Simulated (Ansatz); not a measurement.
**ZnO (ZnO (10-10), 4 layers): how the settings move a single-point run**

Question: which choices in the input matter for ZnO (ZnO (10-10), 4 layers)?

Method: reference: DFT, LDA, PAW with Ansatz's default frozen-core files, scalar-relativistic, in Ansatz 0.2.0.

**1. The structure to begin with**

The structure is orthorhombic, space group Pmc2_1 (No. 26). Conventional cell: a = 3.187 Å, b = 19.680 Å, c = 5.153 Å, α = 90.00°, β = 90.00°, γ = 90.00°. Zn (site symmetry m) has 3 O at 1.94 to 1.95 Å as nearest neighbours. O (site symmetry m) is surrounded by 3 Zn at 1.94 to 1.95 Å. Around Zn (site symmetry m) lie 4 O at 1.94 to 1.95 Å. O (site symmetry m) has 4 Zn at 1.94 to 1.95 Å as nearest neighbours.

As a file:

```cif
data_structure
_symmetry_space_group_name_H-M 'Pmc2_1'
_symmetry_Int_Tables_number 26
_cell_length_a 3.1866
_cell_length_b 19.6795
_cell_length_c 5.1530
_cell_angle_alpha 90.000
_cell_angle_beta 90.000
_cell_angle_gamma 90.000
_cell_volume 323.14
loop_
_atom_site_label
_atom_site_type_symbol
_atom_site_symmetry_multiplicity
_atom_site_Wyckoff_symbol
_atom_site_fract_x
_atom_site_fract_y
_atom_site_fract_z
_atom_site_occupancy
Zn1 Zn 2 a 0.00000 0.59349 0.06083 1
O1 O 2 a 0.00000 0.59349 0.43917 1
Zn2 Zn 2 b 0.50000 0.54674 0.56083 1
O2 O 2 b 0.50000 0.54674 0.93917 1
```

**2. Reference**

Contents of input.yaml:

```yaml
crystal:
  lattice:
    - [3.1865540094, 0.0, 0.0]
    - [0.0, 5.1530062734, 0.0]
    - [0.0, 0.0, 19.6795]
  atoms:
    - { symbol: Zn, position: [0.0, 0.060826915, 0.4065139958] }
    - { symbol: O, position: [0.0, 0.439173085, 0.4065139958] }
    - { symbol: Zn, position: [0.5, 0.560826915, 0.4532569982] }
    - { symbol: O, position: [0.5, 0.939173085, 0.4532569982] }
    - { symbol: Zn, position: [0.5, 0.060826915, 0.5467430018] }
    - { symbol: O, position: [0.5, 0.439173085, 0.5467430018] }
    - { symbol: Zn, position: [0.0, 0.560826915, 0.5934860042] }
    - { symbol: O, position: [0.0, 0.939173085, 0.5934860042] }
kpoints:
  mp_grid: { grid: [9, 6, 1] }
scf:
  occupations: { method: fermi_dirac, width: 0.02 }
hamiltonian:
  xc: lda
  pseudopotentials: { kind: paw }
output:
  forces: true
  stress: true
  eigenvalues: true
  populations: true
efield:
  axis: 3
  amplitude: 0
  dipole_correction: true
```

Run with:

```
> ansatz run input.yaml --threads 3 --pin off --max-ram 8192MiB --backend cpu --events-out ev --progress --plain --runs-dir out
```

**3. Variant: symmetry.detect false, mp_grid.grid [6, 4, 1], dispersion d3bj**

input.yaml: that of step 2 with these lines changed.

```diff
@@ -14,4 +14,5 @@
     - { symbol: O, position: [0.0, 0.939173085, 0.5934860042] }
+  symmetry: { detect: false }
 kpoints:
-  mp_grid: { grid: [9, 6, 1] }
+  mp_grid: { grid: [6, 4, 1] }
 scf:
@@ -21,2 +22,3 @@
   pseudopotentials: { kind: paw }
+  dispersion: d3bj
 output:
@@ -26,2 +28,6 @@
   populations: true
+  write_density: true
+  write_potential: true
+  elf: true
+  volumetric_format: npy
 efield:
```

What does the calculation give? Wanted: for each run, ending; energy change; gap; force.

**Answer**, as computed:

```csv
run,ending,energy change,gap (eV),force (eV/Å),cycles,time
reference,converged,0,0.58,1.86,9,15 s
"1: symmetry.detect false, mp_grid.grid [6, 4, 1], dispersion d3bj",converged,-150.1 meV/atom (offset of the dispersion model),0.58,1.92,9,9.9 s
```

Times don't compare one to one where runs were asked for different outputs or read a saved state (see the inputs); cycles may leave out searches for a lower state.

Residual by cycle in the longest SCF loop of each run; runs are numbered as in the table. The quantity is the density residual dr2, in eV.

```csv
cycle,reference,run 1
1,0.318,0.316
2,0.0381,0.0386
3,0.00298,0.00293
4,0.00119,0.0011
5,2.1e-5,2.0e-5
6,7.8e-6,8.1e-6
7,1.1e-6,1.0e-6
8,1.3e-7,1.4e-7
9,4.2e-9,5.4e-9
```

**Reading.** The energy moves by -150.1 meV/atom, nearly all of it the dispersion term itself (-150.5 meV/atom); that offset belongs to the model and is no gain or loss of stability; the largest force goes from 1.86 to 1.92 eV/Å. The damping parameters are borrowed, as the log notes.
